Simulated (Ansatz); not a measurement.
**CH2OSSe: a ladder of functionals and wavefunction methods**

Aim: compute CH2OSSe with functionals from several rungs and with coupled cluster, and see how far each lands from CCSD(T) at the basis-set limit for the atomisation energy.

Method: functionals in def2-TZVPP, the program's frozen cores in correlated methods; program: Ansatz 0.2.0, Gaussian basis.

The runs, in order: LDA (SPW92), PBE-D4, revPBE-D4, BLYP-D4, r2SCAN-D4, B97M-V, PBE0-D4, B3LYP-D4, r2SCANh-D4, r2SCAN0-D4, HSE06-D4, BHLYP-D4, CAM-B3LYP-D4, LC-ωPBE, ωB97X-V, ωB97M-V, B2PLYP, PBE-QIDH; CCSD(T)/def2-SVP; CCSD(T)/def2-TZVPP; MP2/def2-QZVPP; extrapolation to the limit; RPA on PBE.

### Step 1. The geometry

An earlier PBE0-D4 in a triple-zeta def2 set relaxation fixed the geometry.

6 atoms, charge 0, spin multiplicity 1.

Atoms are counted from 1 here; the program's logs count them from 0.

Bond lengths: O1–C2 1.329 Å, O1–H5 0.971 Å, C2–S3 1.623 Å, C2–Se4 1.887 Å, Se4–H6 1.472 Å. Angles: C2–O1–H5 106.6°, O1–C2–S3 125.1°, O1–C2–Se4 112.8°, S3–C2–Se4 122.1°, C2–Se4–H6 95.5°.

### Step 2. LDA

This LDA is Slater exchange with PW92 correlation.

in.yaml

```yaml
crystal:
  periodic: [false, false, false]
  atoms:
    - {symbol: O, position_ang: [0.760779, 0.144346, -0.753348]}
    - {symbol: C, position_ang: [0.122376, -0.259657, 0.339584]}
    - {symbol: S, position_ang: [0.764055, -1.191206, 1.504054]}
    - {symbol: Se, position_ang: [-1.656150, 0.366370, 0.421132]}
    - {symbol: H, position_ang: [1.657361, -0.224767, -0.703898]}
    - {symbol: H, position_ang: [-1.606322, 1.100914, -0.853724]}
basis:
  gaussian: {orbitals: def2-TZVPP}
hamiltonian: {xc: lda}
output: {orbitals: {seedname: orbitals}}
```

The run is started by

```sh
ansatz run in.yaml --threads 2 --pin off --events-out ev --progress --plain --max-ram 4352MiB
```

Further steps of the session: PBE-D4 (GGA); revPBE-D4 (GGA); BLYP-D4 (GGA); r2SCAN-D4 (meta-GGA); B97M-V (meta-GGA); PBE0-D4 (hybrid); B3LYP-D4 (hybrid); r2SCANh-D4 (hybrid); r2SCAN0-D4 (hybrid); HSE06-D4 (hybrid); BHLYP-D4 (hybrid); CAM-B3LYP-D4 (range-separated); LC-ωPBE (range-separated); ωB97X-V (range-separated); ωB97M-V (range-separated); B2PLYP (double hybrid); PBE-QIDH (double hybrid); CCSD(T) in def2-SVP; CCSD(T) in def2-TZVPP; MP2 in def2-QZVPP; RPA on PBE orbitals.

**Question.** What will the summary of the whole plan be? Wanted: atomisation energy, CCSD(T)/CBS; farthest beyond LDA; mean size of error, GGA; mean size of error, meta-GGA; mean size of error, hybrid; mean size of error, range-separated; mean size of error, double hybrid; gap, smallest and largest; T1 diagnostic.

As calculated:

| quantity | value |
| --- | --- |
| atomisation energy, CCSD(T)/CBS | 21.166 eV |
| functionals within 0.212 eV (1.0 %) | B97M-V, PBE0-D4, B3LYP-D4, r2SCANh-D4, HSE06-D4, CAM-B3LYP-D4, ωB97X-V, ωB97M-V |
| farthest beyond LDA | BHLYP-D4 (-1.410 eV) |
| mean size of error, GGA | 0.594 eV |
| mean size of error, meta-GGA | 0.229 eV |
| mean size of error, hybrid | 0.402 eV |
| mean size of error, range-separated | 0.160 eV |
| mean size of error, double hybrid | 0.298 eV |
| gap, smallest and largest | 3.32 eV (LDA (SPW92)), 10.23 eV (LC-ωPBE) |
| T1 diagnostic | 0.0148 |
| triples share of the correlation energy | 4.5 % |

What this shows: The LDA atomisation energy is off by 4.703 eV (22 %): it overbinds. PBE-D4 misses by +1.136 eV. Double hybrids carry the basis error of their MP2 part in triple zeta, and no dispersion term here, so their miss is partly the set-up's. Taken by rung, range-separated functionals do best (0.160 eV on average) and GGA ones worst beyond LDA (0.594 eV). The gap between the best rungs is small, so their order is not settled. Misses under about 0.212 eV are within the doubt on the reference itself, which lacks core-valence correlation, relativity and higher excitations, and its outer-core shells are covered unevenly. All levels share the lack of spin-orbit coupling, which lowers the free heavy atoms and so the true binding. Hartree-Fock recovers 61 % of the binding; the rest is correlation. CCSD(T) in def2-SVP is off by -1.785 eV, which most functionals beat. The gap grows from 3.3 to 10.2 eV across the functionals, mostly with the share of exact exchange. Correlated methods include outer-core shells of Se, which these sets cover unevenly.
